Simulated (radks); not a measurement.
# Tc³³⁺ in [Ne]: an all-electron calculation

The task here is to estimate one member of a computed series from the others.

Program: radks (a radial shooting solver on a logarithmic mesh, Libxc functionals) version 1. Level of theory: Dirac Kohn-Sham, exchange-only LDA, spin-unpolarised, spherical densities, point nucleus. These are calculated values, not measurements, unless marked.

## Starting point

* element: technetium (Z = 43)
* charge: +33
* electrons: 10
* configuration: [Ne]

The outer shells:

Tc³³⁺
```
[He] core
2s [↑↓]
2p [↑↓][↑↓][↑↓]
```

Set-up of the first run:

Settings of this run:

```text
Z 43
configuration [Ne]
relativity Dirac
functional lda,
spin unpolarised
j_filling average
nucleus point
c 137.035999084
```

Launch:

```bash
$ python run_ks.py task.json out
```

This one command runs every case of the session in turn.

One table of the session follows, with a row left open; its other results are not shown here.

It belongs to the step «Shells». Radial moments (bohr):

```
level     <r>  outermost maximum (interpolated)  90 % within
1s1/2       ?                                 ?            ?
2s1/2  0.1464                             0.125        0.226
2p1/2  0.1242                            0.0970        0.202
2p3/2  0.1286                             0.101        0.208
```

**Question.** Estimate the row for 1s1/2.

As computed: <r>: 0.03429; outermost maximum (interpolated): 0.0223; 90 % within: 0.0614. In the column «<r>» it is the lowest.
